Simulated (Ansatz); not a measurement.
# NbP: the cost of one run

Computed with Ansatz 0.2.0 (DFT r²SCAN, scalar-relativistic, plane waves, PAW (the target; the first runs use scalar-relativistic PBE), unless a step's input says otherwise).

2 further runs of the same task are left out: 2 that didn't finish.

### Step 1. Starting point

It takes space group I4_1md (No. 109, tetragonal). The conventional cell has a = 3.350 Å, b = 3.350 Å, c = 11.480 Å, α = 90.00°, β = 90.00°, γ = 90.00°. Nb (site symmetry 2mm) is surrounded by 6 P at 2.55 Å. P (site symmetry 2mm) has 6 Nb at 2.55 Å as nearest neighbours.

Coordinates:

```
Nb P
1.0
    -1.67492    1.67492    5.74011
     1.67492   -1.67492    5.74011
     1.67492    1.67492   -5.74011
Nb P
2 2
Direct
  0.49988 0.49988 0.00000
  0.24988 0.74988 0.50000
  0.08275 0.08275 0.00000
  0.83275 0.33275 0.50000
```

### Step 2. Full relaxation (PBE, 8×8×8 mesh)

Input file input.yaml:

```yaml
crystal:
  lattice:
    - [-1.6749232544, 1.6749232544, 5.7401081759]
    - [1.6749232544, -1.6749232544, 5.7401081759]
    - [1.6749232544, 1.6749232544, -5.7401081759]
  atoms:
    - { symbol: Nb, position: [0.4998808, 0.4998808, 0.0] }
    - { symbol: Nb, position: [0.2498808, 0.7498808, 0.5] }
    - { symbol: P, position: [0.08274777, 0.08274777, 0.0] }
    - { symbol: P, position: [0.83274777, 0.33274777, 0.5] }
basis:
  ecutwfc: 420
  ecutrho_ratio: 4
kpoints:
  mp_grid: { grid: [8, 8, 8] }
hamiltonian:
  xc: pbe
scf:
  occupations: { method: gaussian, width: 0.05 }
output:
  forces: true
  stress: true
  eigenvalues: true
relax:
  f_tol: 0.03
  max_steps: 60
  cell: { stress_tol: 0.3 }
```

Run with:

```bash
ansatz run input.yaml --threads 4 --pin off --max-ram 7168MiB --backend cpu --events-out ev --progress --plain --runs-dir out
```

Q: Estimate wall time and peak memory on 4 threads of Arm Neoverse V1, shared host.

About 12 s, with a peak of 0.45 GiB.
